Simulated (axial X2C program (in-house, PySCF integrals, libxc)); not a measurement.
# AsS⁺: properties at the nuclei

Aim: properties at the nuclei of AsS⁺, with spin–orbit coupling in the Hamiltonian from the start.

Program: an in-house X2C program for linear molecules on PySCF integrals. Level of theory: two-component X2C with atomic mean-field terms, As dyall-cv3z, S dyall-av3z. These are calculated values, not measurements.

## (1) Input

File task.json:

```json
{"zs": [33, 16], "q": 1, "bas": ["dyall-cv3z", "dyall-av3z"], "r0": 2.08, "levels": ["PBE0", "HF", "r2SCAN", "BP86", "PBE50"], "nst": 3}
```

Keys: zs atomic numbers; q charge; bas basis sets; r0 starting distance in Å; levels methods (HF also brings MP2); nst determinants followed.

Run with:

```console
python soeom.py task.json out
```

Further steps of the session: Expectation values, lowest determinant.

Before running it: what results should come out? Wanted: lowest determinant; qzz As; qzz S.

As calculated:

| quantity | value |
| --- | --- |
| lowest determinant | Ω = 0 (closed shell) |
| qzz As (a.u.), PBE0 | -4.83 |
| qzz S (a.u.), PBE0 | -0.78 |

**Reading.** The expectation values come from single determinants, which for open shells can mix terms of unlike spin or miss the lowest Ω, so a determinant need not be a state. qzz is the electric field gradient, eQq0 = 234.96 MHz × Q/barn × qzz. The operators were transformed with the bare-nucleus X2C matrices.
